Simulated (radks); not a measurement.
**Ionising neodymium step by step, Nd to Nd¹⁹⁺**

An exercise on one series of results from a longer session: the logs are not shown, and one member is left open.

The numbers are computed with radks (a radial shooting solver on a logarithmic mesh, Libxc functionals) version 1 (non-relativistic Kohn-Sham, TPSS, spin-polarised, spherical densities, point nucleus; open shells are filled with parallel spins first), except any that are marked as measured or tabulated.

### Starting point

| Item | Value |
| --- | --- |
| element | neodymium (Z = 60) |
| charges | 0 to 19 |
| first configuration | [Xe] 4f4 6s2 |
| last configuration | [Kr] 4d5 |

The outer shells:

Nd
```
[Xe] core
4f [↑ ][↑ ][↑ ][↑ ][  ][  ][  ]
6s [↑↓]
```

Nd¹⁹⁺
```
[Kr] core
4d [↑ ][↑ ][↑ ][↑ ][↑ ]
```

Set-up of the first run:

Input:

```text
Z 60
configuration [Xe] 4f4 6s2
relativity non-relativistic
functional tpss,tpss
spin polarised
nucleus point
```

Steps of the session up to this table: Nd, [Xe] 4f4 6s2.

One of the session's tables, all rows but one given; the rest of the session is left out.

It belongs to the step «Nd, [Xe] 4f4 6s2». From the orbitals of this run (lengths in bohr):

| level | <r> | outermost maximum (interpolated) | 90 % within | nodes |
| --- | --- | --- | --- | --- |
| 5s up | 1.553 | 1.39 | 2.23 | 4 |
| 5s down | 1.574 | 1.40 | 2.27 | 4 |
| 5p up | ? | ? | ? | ? |
| 5p down | 1.782 | 1.54 | 2.61 | 3 |
| 4f up | 1.016 | 0.644 | 1.76 | 0 |
| 6s up | 4.700 | 4.08 | 6.86 | 5 |
| 6s down | 4.789 | 4.16 | 6.98 | 5 |
| 4f down | 1.084 | 0.644 | 1.92 | 0 |

Q: Estimate the row for 5p up from the others.

As computed: <r>: 1.751; outermost maximum (interpolated): 1.52; 90 % within: 2.56; nodes: 3. In the column «<r>» it lies between 5s down (1.574) and 5p down (1.782).

To keep in mind: Relativity is left out here, which matters for elements this heavy. Open shells are spherical and high-spin; term and fine-structure splittings are not resolved.
